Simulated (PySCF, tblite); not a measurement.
**C4H14BGeN: geometry, infrared bands and NMR shifts**

What infrared bands and NMR shifts should C4H14BGeN (`B[N](C)[GeH2][CH2]CC`) show?

The runs use tblite 0.8.0 and PySCF 2.14.0, with density-fitted response routines of our own; the level of theory stands in each step. All values are computed, except where a source is named. Atoms are numbered from 0 throughout.

## Step 1: Starting geometry

21 atoms, charge 0, multiplicity 1; geometry from: force field or distance geometry start.

Bonds of the start (Å): B0–N1 1.48, N1–C2 1.41, N1–Ge3 1.84, Ge3–C4 1.96, C4–C5 1.50, C5–C6 1.51, B0–H7 1.21, B0–H8 1.20, C2–H9 1.14, C2–H10 1.11, C2–H11 1.13, Ge3–H12 1.58, Ge3–H13 1.56, C4–H14 1.13, C4–H15 1.10, C5–H16 1.13, C5–H17 1.10, C6–H18 1.12, C6–H19 1.13, C6–H20 1.10.

## Step 2: Relaxing the molecule with GFN2-xTB

Job settings and geometry (Å):

```
{"job": {"kind": "relax", "xc": "GFN2-xTB", "basis": "xTB"}, "charge": 0, "multiplicity": 1}
B     -2.244000     1.196100    -0.284600
N     -2.003600    -0.134900     0.315300
C     -3.010000    -1.123600     0.212600
Ge    -0.264700    -0.727200     0.213200
C      0.863800     0.837900     0.552700
C      2.086000     0.829700    -0.311600
C      2.897900    -0.409800    -0.000800
H     -2.023000     2.138500     0.444300
H     -1.787400     1.368600    -1.379800
H     -3.711600    -0.977500     1.096800
H     -2.653200    -2.174600     0.170700
H     -3.646500    -0.904600    -0.690900
H      0.091800    -1.774400     1.339900
H      0.136600    -1.318200    -1.171300
H      0.253200     1.750100     0.277200
H      1.083500     0.945700     1.626400
H      2.714200     1.729000    -0.042400
H      1.853400     0.919100    -1.384100
H      3.968400    -0.189500    -0.259900
H      2.887700    -0.665900     1.102600
H      2.498500    -1.297400    -0.517600
```

Launch:

```bash
$ OMP_NUM_THREADS=1 python probes_run.py task.json out
```

One launch serves the whole session: the jobs run in the order shown.

**Question.** This job is followed by: GFN2-xTB harmonic vibrations, gas phase; GIAO PBE0/pcSseg-1 NMR shielding, non-relativistic, gas phase. Predict these results of the whole session: strongest single infrared mode (GFN2-xTB); zero-point energy (GFN2-xTB); ¹³C shifts against TMS (PBE0/pcSseg-1); ¹H shifts against TMS (PBE0/pcSseg-1, means over atoms taken as alike); ¹¹B shifts against BF3·OEt2 (PBE0/pcSseg-1); ¹⁵N shifts against NH3 (PBE0/pcSseg-1); ⁷³Ge shifts against GeMe4 (PBE0/pcSseg-1).

As calculated:

| quantity | value |
| --- | --- |
| strongest single infrared mode (GFN2-xTB) | 1894 cm⁻¹, 559 km/mol |
| zero-point energy (GFN2-xTB) | 107.3 kcal/mol |
| ¹³C shifts against TMS (PBE0/pcSseg-1) | 47.3, 23.4, 20.0, 19.7 ppm |
| ¹H shifts against TMS (PBE0/pcSseg-1, means over atoms taken as alike) | 4.84, 4.78, 3.30, 1.77, 1.58, 1.03 ppm |
| ¹¹B shifts against BF3·OEt2 (PBE0/pcSseg-1) | 39.7 ppm |
| ¹⁵N shifts against NH3 (PBE0/pcSseg-1) | 142.3 ppm |
| ⁷³Ge shifts against GeMe4 (PBE0/pcSseg-1) | -55 ppm |

**Reading.** Over 135 steps the energy fell by 2.035 eV; of the close pairs, B0–N1 changed most, 1.480 to 1.386 Å. No mode is imaginary among the 57: a minimum at this level. The strongest single mode, at 1894 cm⁻¹, moves mainly H13 and H12. GFN2-xTB is a fitted tight-binding method: band positions and strengths are rough. Its intensities can rank the bands wrongly. C2 (methyl carbon bonded to N) lies farthest downfield among carbon, at 47.3 ppm; deshielded by the electronegative neighbour. At PBE0/pcSseg-1: The widest tensor belongs to Ge3: span 295 ppm, with a paramagnetic part of -1373 ppm. Spin-orbit coupling is left out, which matters for shieldings and couplings at and beside the heavy atoms.
